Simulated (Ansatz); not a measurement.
**H2Se (singlet): from Hartree-Fock to the top rungs at angle H2–Se1–H3 = 124.6°, cc-pVDZ**

One table from this session's results is given with a row withheld; the runs are named, their logs left out.

The runs use Ansatz 0.2.0, Gaussian basis; cc-pVDZ, core rule «outside noble gas», up to 14 orbitals frozen.

To be run: UHF; CCSD(T) on RHF; BCCD(T) on RHF; CISD; CCSDT(Q) on RHF; CCSDTQ on RHF; CASSCF and MRCISD+Q, 2 electrons in 2 orbitals; CASSCF and NEVPT2, 2 electrons in 2 orbitals; CASSCF and MRCISD+Q, 8 electrons in 6 orbitals; CASSCF and NEVPT2, 8 electrons in 6 orbitals; Full CI.

14 further runs of the same task are left out: 10 that didn't finish, 4 set aside as unsound or not needed.

**What is computed**

The geometry derives from a PBE0/def2-TZVP stationary point (not a proven minimum). One angle is set to the value named; bond lengths are kept. No spin-orbit coupling is included. The filled d shell of Se may be among the frozen orbitals whatever the setting's name suggests; the logs give the count.

3 atoms, charge 0, spin multiplicity 1.

Atoms are counted from 1 here; the program's logs count them from 0.

Bond lengths: Se1–H2 1.467 Å, Se1–H3 1.467 Å. Angles: H2–Se1–H3 124.6°.

Set-up of the first run:

in.yaml reads:

```yaml
crystal:
  periodic: [false, false, false]
  atoms:
    - {symbol: Se, position_ang: [0.000000, -0.016974, 0.000000]}
    - {symbol: H, position_ang: [0.000000, 0.664869, -1.298712]}
    - {symbol: H, position_ang: [0.000000, 0.664862, 1.298715]}
basis:
  gaussian: {orbitals: cc-pVDZ}
magnetization: {spin_polarized: true, initial_magnetization: 0}
hamiltonian: {xc: hf}
output: {orbitals: {seedname: orbitals}}
```

Launch:

```
> ansatz run in.yaml --threads 1 --pin off --events-out ev --progress --plain --max-ram 2393MiB
```

Steps of the session up to this table: UHF; CCSD(T) on RHF; BCCD(T) on RHF; CISD; CCSDT(Q) on RHF; CCSDTQ on RHF; CASSCF and MRCISD+Q, 2 electrons in 2 orbitals; CASSCF and NEVPT2, 2 electrons in 2 orbitals; CASSCF and MRCISD+Q, 8 electrons in 6 orbitals; CASSCF and NEVPT2, 8 electrons in 6 orbitals; Full CI.

One table of the session follows, with a row left open; its other results are not shown here.

```
          method  from FCI (kcal/mol)
             RHF               +96.49
            RMP2               +16.10
            CISD                +6.59
           RCCSD                +2.31
        RCCSD(T)                +0.41
         BCCD(T)                +0.41
          RCCSDT                +0.15
       RCCSDT(Q)                +0.02
         RCCSDTQ                +0.01
     CASSCF pair               +85.85
     NEVPT2 pair               +15.82
     MRCISD pair                +5.11
   MRCISD+Q pair                -0.28
  CASSCF valence               +72.76
  NEVPT2 valence               +16.57
  MRCISD valence                    ?
MRCISD+Q valence                -0.14
             FCI                    0
```

Estimate the missing values for MRCISD valence.

The run gave: from FCI (kcal/mol): +3.52. In the column «from FCI (kcal/mol)» it lies between RCCSD (+2.31) and MRCISD pair (+5.11).

Caveats from the session: MRCISD+Q pair, MRCISD+Q valence fall below full CI: the +Q correction isn't variational, and the cores differ from full CI's.
